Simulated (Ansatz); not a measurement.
# SrC2 (R-3m): convergence test of the k-point mesh, by script

How fine a k-point mesh does SrC2 (R-3m) need? A script is to give a convergence test of the k-point mesh; the system is SrC2 (R-3m).

All numbers are computed with the Python package of Ansatz 0.2.0. Level of theory: DFT r2SCAN, plane waves, PAW.

## Step 1: The system

Symmetry: R-3m, No. 166, trigonal system. The conventional cell has a = 5.035 Å, b = 5.035 Å, c = 6.920 Å, α = 90.00°, β = 90.00°, γ = 120.00°. Around Sr (site symmetry -3m) lie 8 C at 2.83 to 2.95 Å. Around C (site symmetry 3m) lie 1 C at 1.27 Å.

Input file POSCAR_src2:

```text
SrC2
1.0
   2.51732560    1.45337861    2.30666239
  -2.51732560    1.45337861    2.30666239
   0.00000000   -2.90675723    2.30666239
Sr C
1 2
Direct
   0.00000000    0.00000000    0.00000000
   0.59155800    0.59155800    0.59155800
   0.40844200    0.40844200    0.40844200
```

## Step 2: The script

The input, src2_kconv.py:

```python
# -*- coding: utf-8 -*-
import warnings

import ansatz as az
from ase.io import read

warnings.simplefilter("ignore", az.DeckWarning)

atoms = read("POSCAR_src2", format="vasp")
xtal = az.Crystal.from_ase(atoms)

calc = (
    xtal.calculation()
    .functional("r2scan")
    .basis(550)
    .occupations("fixed")
    .scf(tolerance=1e-05, max_iterations=80, extra_bands=12)
    .stress()
)

rows = []
for value in [(2, 2, 2), (3, 3, 3), (4, 4, 4), (5, 5, 5), (6, 6, 6), (8, 8, 8)]:
    rep = calc.kpoints(*value).run().report
    rows.append((value, rep["free_energy_ev"] / len(rep["lattice"]["sites"]), rep["n_iterations"], sum(rep["stress_gpa"][i][i] for i in range(3)) / 3, rep["n_kpoints"]))

print("        mesh   F/atom (eV)    iterations       P (GPa)      k-points")
for row in rows:
    print(f"{str(row[0]):>12s}  {row[1]:12.5f}  {row[2]:12d}  {row[3]:12.3f}  {row[4]:12d}")

for row in rows[:-1]:
    shift = 1000 * (row[1] - rows[-1][1])
    print(f"{row[0]}: {shift:+.2f} meV/atom" + ("  (within 2 meV)" if abs(shift) < 2 else ""))
```

## Step 3: What the engine is handed

The package turns the script's settings into the engine's input (first run):

```yaml
crystal:
  lattice:
    - [2.5173256, 1.45337861, 2.30666239]
    - [-2.5173256, 1.45337861, 2.30666239]
    - [0.0, -2.90675723, 2.30666239]
  atoms:
    - { symbol: Sr, position: [0.0, 0.0, 0.0] }
    - { symbol: C, position: [0.591558, 0.591558, 0.591558] }
    - { symbol: C, position: [0.4084420000000001, 0.408442, 0.408442] }
basis:
  ecutwfc: 550.0
kpoints:
  mp_grid:
    grid: [2, 2, 2]
hamiltonian:
  xc: r2scan
scf:
  max_iter: 80
  n_extra_bands: 12
  convergence:
    dr2_threshold: 1.0e-05
  occupations:
    method: fixed
output:
  stress: true
```

## Step 4: Launch

On the command line:

```sh
$ python src2_kconv.py
```

**Question.** From which mesh on is the energy per atom within 2 meV of the last row, and how does it get there?

As calculated:

| quantity | value |
| --- | --- |
| runs compared | 6 |
| last run but one, from the last | +0.05 meV/atom |
| within 5 meV/atom of the last run from | [4, 4, 4] |

From 4×4×4 on it stays within 2 meV an atom of the value at 8×8×8; the first row (2×2×2) is off by 112.3 meV and the last but one by 0.05 meV. The pressure moves from 0.42 to -1.71 GPa. The last run costs about 3.4 times the first. Reading the output:
- The program warned that this SCF threshold is loose for forces or stresses.
- Pressure is positive in compression.
- The structure comes from a database of computed cells and needn't be a stable or known phase.
- Shifts are counted from the finest mesh, which is itself no proven limit.
